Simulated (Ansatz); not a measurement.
Task: band-curvature effective masses by finite differences of NaTlO, space group P6_3mc, with Ansatz 0.2.0, Python API. Give the script and its output. Level of theory (first run): LDA, PAW, cutoff 470 eV, 6×6×2 k-points, fixed occupations.

```yaml
crystal:
  lattice:
    - [3.48439, 0.00000, 0.00000]
    - [-1.74219, 3.01757, 0.00000]
    - [0.00000, 0.00000, 11.39459]
  atoms:
    - { symbol: Na, position: [0.66667, 0.33333, 0.89389] }
    - { symbol: Na, position: [0.33333, 0.66667, 0.39389] }
    - { symbol: Tl, position: [0.33333, 0.66667, 0.11572] }
    - { symbol: Tl, position: [0.66667, 0.33333, 0.61572] }
    - { symbol: O, position: [0.00000, 0.00000, 0.99040] }
    - { symbol: O, position: [0.00000, 0.00000, 0.49040] }
```

`natlo_mass.py`
```python
'''Band curvature masses of NaTlO.'''

import ansatz as az
import numpy as np


def main() -> None:
    lattice = az.Lattice.of(
        [3.48438662, 0.0, 0.0],
        [-1.74219331, 3.01756733, 0.0],
        [0.0, 0.0, 11.39459163],
    )
    sites = [
        ('Na', [2 / 3, 1 / 3, 0.89388529]),
        ('Na', [1 / 3, 2 / 3, 0.39388529]),
        ('Tl', [1 / 3, 2 / 3, 0.11571903]),
        ('Tl', [2 / 3, 1 / 3, 0.61571903]),
        ('O', [0.0, 0.0, 0.99039568]),
        ('O', [0.0, 0.0, 0.49039568]),
    ]
    cell = az.Crystal(lattice=lattice)
    for symbol, position in sites:
        cell = cell.atom(symbol, position)

    calc = (
        cell.calculation()
        .functional('LDA')
        .pseudopotentials('paw')
        .basis(470)
        .kpoints(6, 6, 2, center='gamma')
        .scf(max_iterations=50)
        .occupations('fixed')
    )
    # step 1: where the edges lie on the mesh
    out = calc.band_table().run(threads=1)
    data = out.report
    levels = np.array(data['eigenvalues_ev'])
    filled = round(data['n_electrons'] / 2)
    edges = {'top filled band': (filled - 1, levels[:, filled - 1].argmax()), 'lowest empty band': (filled, levels[:, filled].argmin())}
    gap = levels[:, filled].min() - levels[:, filled - 1].max()
    print(f'gap on the mesh {gap:.3f} eV')
    if gap <= 0.05:
        print('no gap: band-edge masses have no meaning here')
        edges = {}
    reciprocal = 2 * np.pi * np.linalg.inv(out.lattice.cell_ang).T
    step = 0.008  # 1/A

    # m/m_e = (hbar^2/m_e) / (d2E/dk2), with hbar^2/m_e = 7.61996 eV A^2
    pairs = [(0, 1), (0, 2), (1, 2)]
    moves = [sign * axis for axis in np.eye(3) for sign in (-1, 1)]
    moves += [s1 * np.eye(3)[i] + s2 * np.eye(3)[j] for i, j in pairs for s1 in (1, -1) for s2 in (1, -1)]
    for name, (band, index) in edges.items():
        together = int(np.sum(np.abs(levels[index] - levels[index, band]) < 2e-3))
        print(name, 'at k =', np.round(data['kpoints_frac'][index], 4), f'E = {levels[index, band]:.4f} eV, degeneracy {together}')
        centre = np.array(data['kpoints_frac'][index]) @ reciprocal
        points = [centre] + [centre + step * move for move in moves]
        table = calc.band_structure(points, intervals=1, cartesian=True).run(threads=1).band_structure().channels[0].eigenvalues_ev
        if together > 1:
            level = np.flatnonzero(np.abs(levels[index] - levels[index, band]) < 2e-3)
            along = (table[1, level] + table[2, level] - 2 * table[0, level]) / step ** 2
            print('  degenerate level, no single mass tensor; masses of its branches along x:', np.round(7.61996 / along, 3), 'm_e')
            continue
        e = table[:, band]
        hessian = np.diag((e[1:7:2] + e[2:7:2] - 2 * e[0]) / step ** 2)
        for (i, j), (pp, pm, mp, mm) in zip(pairs, e[7:].reshape(3, 4)):
            hessian[i, j] = hessian[j, i] = (pp - pm - mp + mm) / (4 * step ** 2)
        curvatures, axes = np.linalg.eigh(hessian)
        slope = (e[2:7:2] - e[1:7:2]) / (2 * step)
        print('  slope (eV A):', np.round(slope, 3) + 0.0, '' if np.abs(slope).max() < 0.05 else '- no extremum here, so these are local curvatures and no band-edge masses')
        for curvature, axis in zip(curvatures, axes.T):
            print(f'  principal mass {7.61996 / curvature:8.3f} m_e along', np.round(axis, 2) + 0.0)


if __name__ == '__main__':
    main()
```

```console
$ python natlo_mass.py
gap on the mesh 0.944 eV
top filled band at k = [ 0.3333  0.3333 -0.5   ] E = 5.2371 eV, degeneracy 2
  degenerate level, no single mass tensor; masses of its branches along x: [-1.272 -1.272] m_e
lowest empty band at k = [0. 0. 0.] E = 6.1809 eV, degeneracy 1
  slope (eV A): [0. 0. 0.]
  principal mass    0.297 m_e along [1. 0. 0.]
  principal mass    0.297 m_e along [0. 1. 0.]
  principal mass    0.205 m_e along [0. 0. 1.]
```

Caveats:
- Spin-orbit coupling, left out here, can change this gap by several tenths of an eV, and inverted bands can meet off the mesh.
- The computed bands are complete only to about 5.8 eV above the Fermi level.
- The structure comes from a database of computed cells and needn't be a stable or known phase.
- Levels are Kohn-Sham eigenvalues on this mesh, without spin-orbit coupling.
- The masses are finite-difference curvatures at extrema found on a coarse mesh, which needn't be the true band edges; a step that is long against the gap makes them too heavy. At a valence maximum the curvature is negative (the hole mass is its size); mixed signs mark a saddle. Spin-orbit coupling is left out, and light masses scale with the Kohn-Sham gap.
- It ran for 21 s on 1 thread of Arm Neoverse V2 (shared host), peak memory 0.39 GiB.
